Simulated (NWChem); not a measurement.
# B2O2 (diboron dioxide) at B3LYP/6-31G(d) (spherical functions)

What is the vertical electron affinity of B2O2 (diboron dioxide) at B3LYP/6-31G* (spherical functions)? 

Program for the calculation: NWChem 7.3.0.

3 further runs of the same task are left out: 3 set aside as unsound or not needed. Runs told in other sessions of the task aren't counted.

### Step 1. Starting point

B2O2 has 4 atoms, charge 0, and is taken as a singlet. As SMILES, `O=BB=O`. Geometry: relaxed at PBE0-D4/def2-TZVP.

Bond lengths: O1–B2 1.197 Å, B2–B3 1.640 Å, B3–O4 1.197 Å. Angles: O1–B2–B3 180.0°, B2–B3–O4 180.0°.

### Step 2. Energy and forces at B3LYP/6-31G(d) (spherical functions)

m1.nw

```
START m1
memory stack 880 mb heap 220 mb global 1100 mb

GEOMETRY units angstrom noautosym nocenter noautoz
  O    -0.743090    0.459760    1.817650
  B    -0.302300    0.187070    0.739120
  B     0.302150   -0.186920   -0.739220
  O     0.743230   -0.459920   -1.817550
END

BASIS spherical bse
  * library 6-31G*
END

DFT
  xc b3lyp
  mult 1
  grid xfine
  convergence energy 1e-08
  maxiter 100
  mulliken
END

TASK dft gradient
```

Started as:

```sh
nwchem m1.nw > m1.out
```

Output:

```text
[...]
          Wavefunction type:  closed shell.
          No. of atoms     :     4
          No. of electrons :    26
[...]
          Charge           :     0
          Spin multiplicity:     1
[...]
          AO basis - number of functions:    56
[...]
              XC Information
              --------------
                         B3LYP Method XC Potential
                     Hartree-Fock (Exact) Exchange  0.200
                        Slater Exchange Functional  0.800 local
                    Becke 1988 Exchange Functional  0.720 non-local
              Lee-Yang-Parr Correlation Functional  0.810
                  VWN I RPA Correlation Functional  0.190 local
[...]
 d= 0,ls=0.0,diis     1   -199.9688853488 -2.67D+02  5.56D-02  1.84D+00     1.3
[...]
 d= 0,ls=0.0,diis    10   -200.2353915197  2.22D-12  1.02D-07  1.49D-10    10.6
         Total DFT energy =     -200.235391519721
      One electron energy =     -405.219911331399
           Coulomb energy =      163.534258904715
    Exchange-Corr. energy =      -25.311966859801
 Nuclear repulsion energy =       66.762227766764
[...]
      Total Density - Mulliken Population Analysis
     ---------------------------------------------
    Atom       Charge   Shell Charges
 -----------   ------   -------------------------------------------------------
    1 O    8     8.22   2.00  0.94  2.85  0.84  1.57  0.02
    2 B    5     4.78   2.00  0.56  1.41  0.36  0.37  0.07
    3 B    5     4.78   2.00  0.56  1.41  0.36  0.37  0.07
    4 O    8     8.22   2.00  0.94  2.85  0.84  1.57  0.02
[...]
  wavefunction    = closed shell
                         DFT ENERGY GRADIENTS
    atom               coordinates                        gradient
                 x          y          z           x          y          z
   1 O      -1.404236   0.868820   3.434860    0.005462  -0.003379  -0.013353
   2 B      -0.571264   0.353511   1.396734   -0.005630   0.003483   0.013766
   3 B       0.570981  -0.353228  -1.396923    0.005630  -0.003481  -0.013772
   4 O       1.404501  -0.869123  -3.434671   -0.005461   0.003378   0.013360
[...]
```

Run time: 14 s. Hardware: 1 thread of Intel Xeon 6975P-C (Granite Rapids), shared host; peak memory 0.12 GiB.

### Step 3. The doublet anion: the energy at UB3LYP/6-31G(d) (spherical functions)

geom.nw

```
start geom
title "B2O2"
memory total 2200 mb
charge -1

geometry noautosym nocenter noautoz
   O       -0.743090       0.459760       1.817650
   B       -0.302300       0.187070       0.739120
   B        0.302150      -0.186920      -0.739220
   O        0.743230      -0.459920      -1.817550
end

basis spherical bse
   O library 6-31G*
   B library 6-31G*
end

dft
   xc b3lyp
   mult 2
   grid xfine
   convergence energy 1e-08
   maxiter 100
   mulliken
   print low
end

task dft energy
```

Started as:

```sh
nwchem geom.nw > geom.out
```

Output:

```text
[...]
 d= 0,ls=0.0,diis     1   -200.0945985902 -2.67D+02  1.29D-02  1.68D-01     1.8
[...]
 d= 0,ls=0.0,diis     9   -200.2162076927 -3.42D-09  2.07D-06  1.62D-08    15.3
[...]
         Total DFT energy =     -200.216207692705
      One electron energy =     -412.393827911155
           Coulomb energy =      171.070523053108
    Exchange-Corr. energy =      -25.655130601422
 Nuclear repulsion energy =       66.762227766764
[...]
      Total Density - Mulliken Population Analysis
     ---------------------------------------------
    Atom       Charge   Shell Charges
 -----------   ------   -------------------------------------------------------
    1 O    8     8.39   2.00  0.91  2.90  0.82  1.74  0.02
    2 B    5     5.11   2.00  0.51  1.43  0.44  0.66  0.08
    3 B    5     5.11   2.00  0.51  1.43  0.44  0.66  0.08
    4 O    8     8.39   2.00  0.91  2.90  0.82  1.74  0.02
[...]
      <S2> =      0.7514 (Exact =     0.7500)
[...]
```

Run time: 16 s. Hardware: 1 thread of Intel Xeon 6975P-C (Granite Rapids), shared host; peak memory 0.12 GiB.

### Step 4. Outcome

Level: B3LYP/6-31G* (spherical functions).

| quantity | value |
| --- | --- |
| singlet B2O2: total energy | -200.23539 Eh |
| singlet B2O2: dipole moment | 0.00 D |
| singlet B2O2: HOMO energy | -10.36 eV |
| singlet B2O2: LUMO energy | -2.20 eV |
| singlet B2O2: HOMO–LUMO gap | 8.16 eV |
| singlet B2O2: largest force on an atom | 0.786 eV/Å |
| doublet anion: total energy | -200.21621 Eh |
| doublet anion: ⟨S²⟩ | 0.751 |
| vertical electron affinity (to the doublet anion) | -0.522 eV |

**Reading.** The anion lies 0.52 eV (50.4 kJ/mol) above the neutral: the electron isn't bound at this level, and such a value depends on the basis. Without diffuse functions anions come out too high. The largest force (singlet B2O2) is 0.79 eV/Å: the shape isn't a stationary point for this species at this level.
